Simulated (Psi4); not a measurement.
# HF/def2-SVP run of CH3BF3Ge+ (SMILES [CH3][Ge+]([F])[B](F)F)

What is the energy change on altering one bond length of CH3BF3Ge+ at HF/def2-SVP? 

The calculation is run with Psi4 1.11.

## 1. The molecule

CH3BF3Ge+: 9 atoms, total charge +1, spin state singlet. As SMILES, `[CH3][Ge+]([F])[B](F)F`. The shape comes from GFN2-xTB, which is rough for such elements, and wasn't checked as a minimum.

Bond lengths: C1–Ge2 2.003 Å, Ge2–F3 1.729 Å, Ge2–B4 2.228 Å, B4–F5 1.274 Å, B4–F6 1.276 Å, C1–H7 1.092 Å, C1–H8 1.097 Å, C1–H9 1.097 Å. Some angles: C1–Ge2–F3 103.8°, C1–Ge2–B4 154.9°, F3–Ge2–B4 101.3°, Ge2–B4–F5 115.3°, Ge2–B4–F6 119.5°, F5–B4–F6 125.2°, Ge2–C1–H7 111.8°, Ge2–C1–H8 107.1°, Ge2–C1–H9 107.2°, H7–C1–H8 110.9°.

## 2. Energy and forces at HF/def2-SVP

calc.inp

```
memory 1600 MB

molecule {
  1 1
  C
  Ge 1 2.003447
  F 2 1.729371 1 103.76596
  B 2 2.228337 3 101.29543 1 179.92865
  F 4 1.274379 2 115.3229 3 3.0259
  F 4 1.276445 5 125.18282 2 179.91837
  H 1 1.091959 2 111.81238 3 176.29358
  H 1 1.09671 7 110.937 2 119.50696
  H 1 1.096794 7 110.66542 8 121.01609
  symmetry c1
  no_reorient
  no_com
}

set basis def2-SVP
set puream true
set e_convergence 1e-09
set d_convergence 1e-08
set scf_type pk

energy_value, wavefunction = gradient("scf", return_wfn=True)
oeprop(wavefunction, "MAYER_INDICES", "WIBERG_LOWDIN_INDICES", "MULLIKEN_CHARGES", title="SCF")
```

Command:

```bash
$ psi4 -i calc.inp -o calc.out -n 1
```

calc.out:

```text
[...]
  Running in c1 symmetry.
[...]
  Nuclear repulsion =  431.116030251752250
[...]
  Multiplicity = 1
[...]
  Nalpha       = 36
  Nbeta        = 36
[...]
    Number of basis functions: 117
[...]
   @RHF iter   1: -2436.40311032209047   -4.10113e+00   1.72033e-02 DIIS/ADIIS
[...]
   @RHF iter  12: -2437.28887965971853   -2.27374e-11   9.87379e-09 DIIS
[...]
  @RHF Final Energy: -2437.28887965971853
   => Energetics <=
    Nuclear Repulsion Energy =            431.1160302517522496
    One-Electron Energy =               -4240.8502913658167017
    Two-Electron Energy =                1372.4453814543460339
    Total Energy =                      -2437.2888796597180772
[...]
 Multipole Moments:
 ------------------------------------------------------------------------------------
     Multipole            Electronic (a.u.)      Nuclear  (a.u.)        Total (a.u.)
 ------------------------------------------------------------------------------------
 L = 1.  Multiply by 2.5417464519 to convert [e a0] to [Debye]
 Dipole X            :         -0.0014414            0.0061290            0.0046876
 Dipole Y            :          0.9987134           -0.0932987            0.9054147
 Dipole Z            :          5.6867009           -7.4281188           -1.7414179
 Magnitude           :                                                    1.9627364
[...]
  -Total Gradient:
     Atom            X                  Y                   Z
    ------   -----------------  -----------------  -----------------
       1        0.000148741116    -0.009049305667    -0.015981031947
       2        0.000048056496     0.031938297778     0.003990276673
       3       -0.000007296683    -0.023303129441     0.004881743601
       4       -0.000197442719    -0.001521496616     0.006986642326
       5        0.000096994581     0.001007100127     0.006796740484
       6        0.000089454048     0.000906308296     0.003337229225
       7       -0.000240598395     0.003016477345    -0.001336095099
       8       -0.002120636713    -0.001676589904    -0.004496122520
       9        0.002182728269    -0.001317661943    -0.004179382767
[...]
  Mulliken Charges: (a.u.)
   Center  Symbol    Alpha    Beta     Spin     Total
       1     C     3.16789  3.16789  0.00000 -0.33579
       2    GE    15.50266 15.50266  0.00000  0.99468
       3     F     4.73565  4.73565  0.00000 -0.47130
       4     B     2.22244  2.22244  0.00000  0.55512
       5     F     4.54739  4.54739  0.00000 -0.09478
       6     F     4.55390  4.55390  0.00000 -0.10779
       7     H     0.42743  0.42743  0.00000  0.14514
       8     H     0.42098  0.42098  0.00000  0.15803
       9     H     0.42166  0.42166  0.00000  0.15669
   Total alpha = 36.00000, Total beta = 36.00000, Total charge =  1.00000
[...]
```

Run time: 10 s. Hardware: 1 thread of Intel Xeon 6975P-C (Granite Rapids), shared host; peak memory 0.56 GiB.

## 3. The distorted shape: a single-point energy at HF/def2-SVP

ch3bf3ge.json

```json
{
 "schema_name": "qcschema_input",
 "schema_version": 1,
 "molecule": {
  "schema_name": "qcschema_molecule",
  "schema_version": 2,
  "symbols": ["C", "Ge", "F", "B", "F", "F", "H", "H", "H"],
  "geometry": [-2.79390905, -1.21557767, 1.27102412, 0.90156377, -0.3935657, 1.30721238, 0.97189937, 2.87350621, 1.27026823, 5.01198265, -1.3064546, 1.36346952, 6.48768868, 0.59351384, 1.47286577, 5.71771977, -3.61167481, 1.28429, -3.12597173, -3.24950879, 1.16659786, -4.27820767, 0.53033274, -1.67267218, -3.61518403, -0.42835556, 3.00354393],
  "molecular_charge": 1,
  "molecular_multiplicity": 1,
  "fix_symmetry": "c1"
 },
 "driver": "energy",
 "model": {
  "method": "scf",
  "basis": "def2-SVP"
 },
 "keywords": {
  "reference": "rhf",
  "puream": true,
  "e_convergence": 1e-09,
  "d_convergence": 1e-08,
  "scf_type": "pk",
  "scf_properties": ["WIBERG_LOWDIN_INDICES", "MAYER_INDICES", "QUADRUPOLE"]
 }
}
```

Command:

```bash
$ psi4 --qcschema ch3bf3ge.json -n 1 --memory 1600MB
```

stdout:

```text
[...]
  Running in c1 symmetry.
[...]
  Nuclear repulsion =  427.921126406757537
[...]
  Multiplicity = 1
[...]
  Nalpha       = 36
  Nbeta        = 36
[...]
    Number of basis functions: 117
[...]
   @RHF iter   1: -2436.11858239372623   -4.15524e+00   1.75634e-02 DIIS/ADIIS
[...]
   @RHF iter  14: -2437.14120885774537   -5.91172e-12   4.09494e-09 DIIS
[...]
    Orbital Energies [Eh]
    ---------------------
    Doubly Occupied:
       1A   -405.505139     2A    -52.430384     3A    -46.533216
       4A    -46.530638     5A    -46.529142     6A    -26.525955
       7A    -26.525081     8A    -26.462596     9A    -11.513802
      10A     -7.981992    11A     -7.488501    12A     -5.470650
      13A     -5.464325    14A     -5.459384    15A     -1.951581
      16A     -1.943277    17A     -1.936584    18A     -1.934701
      19A     -1.930884    20A     -1.845796    21A     -1.819670
      22A     -1.713177    23A     -1.124883    24A     -1.032392
      25A     -0.990250    26A     -0.970982    27A     -0.933940
      28A     -0.912079    29A     -0.872504    30A     -0.871738
      31A     -0.836549    32A     -0.824568    33A     -0.788754
      34A     -0.762600    35A     -0.672142    36A     -0.595341
[...]
  @RHF Final Energy: -2437.14120885774537
   => Energetics <=
    Nuclear Repulsion Energy =            427.9211264067575371
    One-Electron Energy =               -4234.7542809780961761
    Two-Electron Energy =                1369.6919457135934408
    Total Energy =                      -2437.1412088577453687
[...]
 Multipole Moments:
 ------------------------------------------------------------------------------------
     Multipole            Electronic (a.u.)      Nuclear  (a.u.)        Total (a.u.)
 ------------------------------------------------------------------------------------
 L = 1.  Multiply by 2.5417464519 to convert [e a0] to [Debye]
 Dipole X            :          5.9512656           -7.6213482           -1.6700826
 Dipole Y            :         -0.0790473           -1.1094335           -1.1884808
 Dipole Z            :          0.5961841           -0.7612165           -0.1650324
 Magnitude           :                                                    2.0564285
 L = 2.  Multiply by 1.3450342976 to convert [e a0^2] to [Debye ang]
 Quadrupole XX       :       -655.0737906          635.0147097          -20.0590809
 Quadrupole XY       :         79.8463721          -79.0301160            0.8162562
[...]
```

The result, in JSON:

```text
{
 "driver": "energy",
 "model": {
  "method": "scf",
  "basis": "def2-SVP"
 },
 "success": true,
 "return_result": -2437.1412088577454,
 "properties": {
  "calcinfo_nbasis": 117,
  "calcinfo_nmo": 117,
  "calcinfo_nalpha": 36,
  "calcinfo_nbeta": 36,
  "calcinfo_natom": 9,
  "nuclear_repulsion_energy": 427.92112640675754,
  "return_energy": -2437.1412088577454,
  "scf_one_electron_energy": -4234.754280978096,
  "scf_two_electron_energy": 1369.6919457135934,
  "scf_dipole_moment": [-1.6700825922127773, -1.1884807990363442, -0.1650323580880657],
  "scf_total_energy": -2437.1412088577454,
  "scf_iterations": 14
 }
}
```

It took 4.2 s on 1 thread of Intel Xeon 6975P-C (Granite Rapids), shared host; peak memory 0.56 GiB.

## 4. Outcome

At HF/def2-SVP:

| quantity | value |
| --- | --- |
| first shape: total energy | -2437.28888 Eh |
| first shape: HOMO energy | -17.93 eV |
| first shape: LUMO energy | -5.94 eV |
| first shape: HOMO–LUMO gap | 11.99 eV |
| first shape: largest force on an atom | 1.655 eV/Å |
| distorted shape: total energy | -2437.14121 Eh |
| distorted shape: HOMO energy | -16.20 eV |
| distorted shape: LUMO energy | -5.99 eV |
| distorted shape: HOMO–LUMO gap | 10.21 eV |
| energy change with the C1–H8 bond stretched from 1.097 to 1.974 Å | 4.018 eV |

With the C1–H8 bond stretched from 1.097 to 1.974 Å the energy rises by 4.02 eV (388 kJ/mol). The first shape isn't relaxed at this level, so the change isn't measured from a minimum. The largest force (first shape) is 1.66 eV/Å: the shape isn't a stationary point for this species at this level. Mulliken charges (first shape) run from -0.47 on F3 to +0.99 on Ge2.
